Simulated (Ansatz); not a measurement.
**Nb: pressure up to the limit of the methods**

One table from this session's results is given with a row withheld; the runs are named, their logs left out.

Method: DFT PBEsol, with the methods named in each step, in Ansatz 0.2.0.

1 further run of the same task is left out (it didn't finish). Runs told in other sessions of the task aren't counted.

## The structure to begin with

Symmetry: Im-3m, No. 229, cubic system. The conventional cell has a = 3.271 Å, b = 3.271 Å, c = 3.271 Å, α = 90.00°, β = 90.00°, γ = 90.00°. Nb (site symmetry m-3m) has 8 Nb at 2.83 Å in its first shell of neighbours.

As a file:

```cif
data_structure
_symmetry_space_group_name_H-M 'P 1'
_symmetry_Int_Tables_number 1
_cell_length_a 2.8324
_cell_length_b 2.8324
_cell_length_c 2.8324
_cell_angle_alpha 109.471
_cell_angle_beta 109.471
_cell_angle_gamma 109.471
_cell_volume 17.49
loop_
_atom_site_label
_atom_site_type_symbol
_atom_site_fract_x
_atom_site_fract_y
_atom_site_fract_z
_atom_site_occupancy
Nb1 Nb 0.00000 0.00000 0.00000 1
```

Whether this phase is the stable one at these pressures isn't tested.

Set-up of the first run:

File input.yaml:

```yaml
crystal:
  lattice:
    - [-1.6353150549, 1.6353150549, 1.6353150549]
    - [1.6353150549, -1.6353150549, 1.6353150549]
    - [1.6353150549, 1.6353150549, -1.6353150549]
  atoms:
    - { symbol: Nb, position: [0.0, 0.0, 0.0] }
kpoints:
  mp_grid: { grid: [16, 16, 16] }
scf:
  occupations: { method: fermi_dirac, width: 0.1 }
hamiltonian:
  xc: pbesol
  pseudopotentials: { kind: paw }
output:
  forces: true
  stress: true
relax:
  f_tol: 0.005
  max_steps: 40
  cell: {}
```

Launch:

```sh
$ ansatz run input.yaml --threads 1 --pin off --max-ram 2048MiB --backend cpu --events-out ev --progress --plain --runs-dir out
```

Steps of the session up to this table: Cell relaxed at zero pressure, PAW; Volume scaled by 1, PAW; Volume scaled by 0.92, PAW; Volume scaled by 0.84, PAW; Volume scaled by 0.84, PAW (level accurate); Volume scaled by 0.76, PAW; Volume scaled by 0.68, PAW; Volume scaled by 0.6, PAW; Volume scaled by 0.52, PAW; Volume scaled by 0.45, PAW; Volume scaled by 0.45, PAW (source ansatz).

One of the session's tables, all rows but one given; the rest of the session is left out.

```
              method  volume over the first  volume (Å³/atom)  pressure (GPa)
                 PAW                      1            17.518            0.00
                 PAW                   0.92            16.116           17.83
                 PAW                   0.84            14.715           43.78
                 PAW                   0.76            13.313           81.31
                 PAW                   0.68                 ?               ?
                 PAW                    0.6            10.511          238.40
                 PAW                   0.52             9.109          402.91
                 PAW                   0.45             7.883          643.52
PAW (level accurate)                   0.84            14.715           43.79
 PAW (source ansatz)                   0.45             7.883          645.13
```

Q: Estimate the row for PAW, 0.68 from the others.

The run gave: volume (Å³/atom): 11.912; pressure (GPa): 140.75. In the column «volume (Å³/atom)» it lies between PAW, 0.6 (10.511) and PAW, 0.76 (13.313).

Limits of these values: At pressures up to 645 GPa the PAW spheres may overlap and frozen cores may not hold, so those PAW values are rough without an all-electron check.
